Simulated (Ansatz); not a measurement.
# LiPb: a tetragonal deformation path

The task here is to estimate one member of a computed series from the others.

Method: DFT r2SCAN, scalar-relativistic, plane waves, PAW, in Ansatz 0.2.0.

## Starting point

The structure is cubic, space group Pm-3m (No. 221). Conventional cell: a = 3.522 Å, b = 3.522 Å, c = 3.522 Å, α = 90.00°, β = 90.00°, γ = 90.00°. Around Li (site symmetry m-3m) lie 8 Pb at 3.05 Å. Pb (site symmetry m-3m) has 8 Li at 3.05 Å in its first shell of neighbours.

As a file:

```xyz
2
Lattice="3.5220 0.0000 0.0000 0.0000 3.5220 0.0000 0.0000 0.0000 3.5220" Properties=species:S:1:pos:R:3 pbc="T T T"
Li    1.7610    1.7610    1.7610
Pb    0.0000    0.0000    0.0000
```

No relaxation comes first: the listed cell is the starting point.

## The reference cell

The reference gives a free energy of -12126.6242 eV, pressure 0.59 GPa, largest force 0.000 eV/Å and gap on the mesh none (metal). It was computed beforehand with the settings of the runs below.

Set-up of the first run:

At fixed volume and fractional coordinates, lengths along (0.000, 0.000, 1.000) are scaled against those across it; ρ is that ratio over its starting value.

input.yaml reads:

```yaml
crystal:
  lattice:
    - [3.9535103525, 0.0, 0.0]
    - [0.0, 3.9535103525, 0.0]
    - [0.0, 0.0, 2.7951318192]
  atoms:
    - { symbol: Li, position: [0.5, 0.5, 0.5] }
    - { symbol: Pb, position: [0.0, 0.0, 0.0] }
basis:
  ecutwfc: 500
kpoints:
  mp_grid: { grid: [16, 16, 16] }
hamiltonian:
  xc: r2scan
scf:
  occupations: { method: gaussian, width: 0.15 }
output:
  forces: true
  stress: true
  eigenvalues: true
```

The run is started by

```sh
ansatz run input.yaml --threads 1 --pin off --max-ram 2560MiB --backend cpu --events-out ev --progress --plain --runs-dir out
```

Among the steps run: At ρ = 0.707; Point ρ = 1.414; ρ = 0.850; Point ρ = 1.200; At ρ = 0.780; ρ = 1.300; Point ρ = 0.920; ρ = 1.100; At ρ = 0.650; At ρ = 1.500; At ρ = 0.960; ρ = 1.050.

One table of the session follows, with a row left open; its other results are not shown here.

The scan, with free energies counted from the undisturbed cell:

| ρ | ΔE (meV/atom) | pressure (GPa) |
| --- | --- | --- |
| 0.650 | 473.8 | 9.5 |
| 0.707 | 257.6 | 5.8 |
| 0.780 | 107.4 | 2.8 |
| 0.850 | 37.1 | 1.5 |
| 0.920 | 4.8 | 0.8 |
| 0.960 | 0.3 | 0.6 |
| 1.000 | 0.0 | 0.6 |
| 1.050 | 1.1 | 0.7 |
| 1.100 | 4.8 | 0.8 |
| 1.200 | ? | ? |
| 1.300 | 23.6 | 1.7 |
| 1.414 | 36.8 | 2.5 |
| 1.500 | 64.9 | 3.4 |

**Question.** Estimate the row for ρ = 1.200.

Worked estimate for «ΔE (meV/atom)». A straight line through the neighbours (1.100, 4.8) and (1.300, 23.6) gives 4.8 + (23.6 − 4.8) × (1.200 − 1.100) / (1.300 − 1.100) = 14.2; a parabola fitted to 4 rows on both sides gives 13.5.

As computed: ΔE (meV/atom): 16.4; pressure (GPa): 1.2. In «ΔE (meV/atom)» the line misses by -2.2 and the parabola by -2.9.
